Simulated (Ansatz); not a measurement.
# CH7BSeSi: one species, many methods

An exercise on one series of results from a longer session: the logs are not shown, and one member is left open.

Computed with Ansatz 0.2.0, Gaussian basis. Level: functionals in def2-TZVPP, the program's frozen cores in correlated methods.

Levels to be run: LDA (SPW92), PBE-D4, revPBE-D4, BLYP-D4, r2SCAN-D4, B97M-V, PBE0-D4, B3LYP-D4, r2SCANh-D4, r2SCAN0-D4, HSE06-D4, BHLYP-D4, CAM-B3LYP-D4, LC-ωPBE, ωB97X-V, ωB97M-V, B2PLYP, PBE-QIDH; CCSD(T)/def2-SVP; CCSD(T)/def2-TZVPP; MP2/def2-QZVPP; extrapolation to the limit; RPA on PBE.

### The relaxed structure

An earlier PBE0-D4 in a triple-zeta def2 set relaxation fixed the geometry.

SMILES `C[Se]B[SiH3]`, 11 atoms, charge 0, spin multiplicity 1.

Atoms are counted from 1 here; the program's logs count them from 0.

Bond lengths: C1–Se2 1.952 Å, C1–H5 1.089 Å, C1–H6 1.089 Å, C1–H7 1.087 Å, Se2–B3 1.882 Å, B3–Si4 2.005 Å, B3–H8 1.195 Å, Si4–H9 1.491 Å, Si4–H10 1.489 Å, Si4–H11 1.491 Å. Angles: Se2–C1–H5 108.7°, Se2–C1–H6 108.7°, Se2–C1–H7 108.7°, H5–C1–H6 109.8°, H5–C1–H7 110.5°, H6–C1–H7 110.5°, C1–Se2–B3 103.7°, Se2–B3–Si4 118.4°, Se2–B3–H8 118.5°, Si4–B3–H8 123.1°, B3–Si4–H9 110.2°, B3–Si4–H10 112.8°, B3–Si4–H11 110.1°, H9–Si4–H10 108.1°, H9–Si4–H11 107.4°, H10–Si4–H11 108.1°.

The first run:

File in.yaml:

```yaml
crystal:
  periodic: [false, false, false]
  atoms:
    - {symbol: C, position_ang: [-1.350019, 1.934003, 0.853767]}
    - {symbol: Se, position_ang: [0.359844, 1.240618, 0.215465]}
    - {symbol: B, position_ang: [0.001812, -0.572587, -0.138303]}
    - {symbol: Si, position_ang: [1.491291, -1.722146, -0.830320]}
    - {symbol: H, position_ang: [-1.677974, 2.726021, 0.182748]}
    - {symbol: H, position_ang: [-1.210909, 2.335193, 1.856175]}
    - {symbol: H, position_ang: [-2.073518, 1.122373, 0.866080]}
    - {symbol: H, position_ang: [-1.101938, -0.985691, 0.060729]}
    - {symbol: H, position_ang: [1.120479, -2.302533, -2.152743]}
    - {symbol: H, position_ang: [2.767865, -0.973188, -0.995236]}
    - {symbol: H, position_ang: [1.738367, -2.859063, 0.102239]}
basis:
  gaussian: {orbitals: def2-TZVPP}
hamiltonian: {xc: lda}
output: {orbitals: {seedname: orbitals}}
```

Command:

```sh
$ ansatz run in.yaml --threads 4 --pin off --events-out ev --progress --plain --max-ram 10444MiB
```

Among the steps run: LDA; PBE-D4 (GGA); revPBE-D4 (GGA); BLYP-D4 (GGA); r2SCAN-D4 (meta-GGA); B97M-V (meta-GGA); PBE0-D4 (hybrid); B3LYP-D4 (hybrid); r2SCANh-D4 (hybrid); r2SCAN0-D4 (hybrid); HSE06-D4 (hybrid); BHLYP-D4 (hybrid); CAM-B3LYP-D4 (range-separated); LC-ωPBE (range-separated); ωB97X-V (range-separated); ωB97M-V (range-separated); B2PLYP (double hybrid); PBE-QIDH (double hybrid).

One table of the session follows, with a row left open; its other results are not shown here.

It belongs to the step «Frontier levels by functional». 

| functional | HOMO (eV) | LUMO (eV) | gap (eV) |
| --- | --- | --- | --- |
| LDA (SPW92) | -6.69 | -2.76 | 3.93 |
| PBE-D4 | -6.55 | -2.55 | 3.99 |
| revPBE-D4 | -6.49 | -2.47 | 4.02 |
| BLYP-D4 | -6.36 | -2.36 | 4.00 |
| r2SCAN-D4 | -6.77 | -2.35 | 4.42 |
| B97M-V | -6.82 | -2.39 | 4.43 |
| PBE0-D4 | -7.57 | -1.70 | 5.87 |
| B3LYP-D4 | ? | ? | ? |
| r2SCANh-D4 | -7.15 | -2.05 | 5.11 |
| r2SCAN0-D4 | -7.73 | -1.59 | 6.14 |
| HSE06-D4 | -7.18 | -2.08 | 5.10 |
| BHLYP-D4 | -8.43 | -0.68 | 7.76 |
| CAM-B3LYP-D4 | -8.79 | -0.58 | 8.21 |
| LC-ωPBE | -10.11 | 0.45 | 10.56 |
| ωB97X-V | -9.78 | 0.40 | 10.18 |
| ωB97M-V | -9.68 | 0.21 | 9.90 |

**Question.** Estimate the row for B3LYP-D4.

Worked estimate for «HOMO (eV)». Against the share of exact exchange, BLYP-D4 (0, -6.36), BHLYP-D4 (0.5, -8.43) give a slope of -4.14 per unit share; at 0.2 the line stands at -7.19.

The run gave: HOMO (eV): -7.34; LUMO (eV): -1.85; gap (eV): 5.50. In «HOMO (eV)» the line misses by +0.15.
